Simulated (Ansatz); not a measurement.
# CH2BClO: the cost of one run

All numbers are computed with the Python package of Ansatz 0.2.0. Level of theory: CAM-B3LYP/6-31G*.

## Step 1: The system

Bond lengths: O1–C2 1.195 Å, C2–B3 1.553 Å, B3–Cl4 1.831 Å, C2–H5 1.101 Å, B3–H6 1.194 Å. Angles: O1–C2–B3 118.8°, O1–C2–H5 121.8°, B3–C2–H5 119.4°, C2–B3–Cl4 120.4°, C2–B3–H6 119.0°, Cl4–B3–H6 120.2°.

The script holds or builds the structure itself.

## Step 2: Script

scan_ch2bclo.py

```python
# -*- coding: utf-8 -*-
"""Stretching a bond of CH2BClO, the rest held rigid."""

from dataclasses import dataclass
import warnings

import ansatz as az
import matplotlib.pyplot as plt
import numpy as np


@dataclass
class RunConfig:
    basis_set: str = "6-31G*"
    functional: str = "cam_b3lyp"


settings = RunConfig()

GEOMETRY = """
O     0.08350    1.74220    0.42400
C     0.00390    0.78620   -0.28910
B    -0.05110   -0.62570    0.35480
Cl    0.01420   -2.12510   -0.69360
H     0.00320    0.87990   -1.38600
H    -0.01160   -0.72150    1.54380
"""

warnings.simplefilter("ignore", az.DeckWarning)

system = az.Crystal.molecule()
for line in GEOMETRY.strip().splitlines():
    symbol, *xyz = line.split()
    system = system.atom(symbol, [float(v) for v in xyz])

symbols = [site.symbol for site in system.cartesian_sites]
start = np.array([site.position_ang for site in system.cartesian_sites])
axis = (start[5] - start[2]) / np.linalg.norm(start[5] - start[2])
moving = [5]
lengths, energies = [1.05, 1.098, 1.146, 1.194, 1.241, 1.289, 1.337, 1.408], []
for length in lengths:
    xyz = start.copy()
    xyz[moving] += (length - np.linalg.norm(start[5] - start[2])) * axis
    point = az.Crystal.molecule()
    for symbol, place in zip(symbols, xyz):
        point = point.atom(symbol, place.tolist())
    base = (
        point.calculation()
        .basis(gaussian=settings.basis_set)
        .functional(settings.functional)
        .scf(lower_state_search="light")
    )
    summary = base.run().report
    energies.append(summary["free_energy_ev"])
    print(f"r = {length:6.3f} A  E = {energies[-1]:.5f} eV  <S^2> = {abs(summary['mean_field']['state']['spin_squared']):.3f}")

# quartic fit about the minimum
fit = np.polynomial.Polynomial.fit(lengths, np.array(energies) - min(energies), 4).convert()
roots = [r.real for r in fit.deriv().roots() if abs(r.imag) < 1e-9 and fit.deriv(2)(r.real) > 0]
r_e = min(roots, key=lambda r: abs(r - lengths[int(np.argmin(energies))]))
print(f"minimum of the fit at {r_e:.4f} A, force constant {fit.deriv(2)(r_e):.2f} eV/A^2")
plt.figure(figsize=(4.5, 3))
plt.plot(lengths, np.array(energies) - min(energies), "o-")
plt.xlabel("bond length (A)")
plt.ylabel("E - E(min) (eV)")
plt.tight_layout()
plt.savefig("scan.png", dpi=100)
```

## Step 3: The calls as engine input

The engine receives this input (first run):

```yaml
crystal:
  periodic: [false, false, false]
  atoms:
    - { symbol: O, position_ang: [0.0835, 1.7422, 0.424] }
    - { symbol: C, position_ang: [0.0039, 0.7862, -0.2891] }
    - { symbol: B, position_ang: [-0.0511, -0.6257, 0.3548] }
    - { symbol: Cl, position_ang: [0.0142, -2.1251, -0.6936] }
    - { symbol: H, position_ang: [0.0032, 0.8799, -1.386] }
    - { symbol: H, position_ang: [-0.016349469835345447, -0.709981032652504, 1.4008349459689686] }
basis:
  gaussian:
    orbitals: "6-31G*"
hamiltonian:
  xc: cam_b3lyp
scf:
  lower_state_search: light
```

## Step 4: The run

Command:

```bash
$ python scan_ch2bclo.py
```

**Question.** How long does this script take on 1 thread of Arm Neoverse V1, shared host, and how much memory does it need?

About 16 s, with a peak of 0.23 GiB.
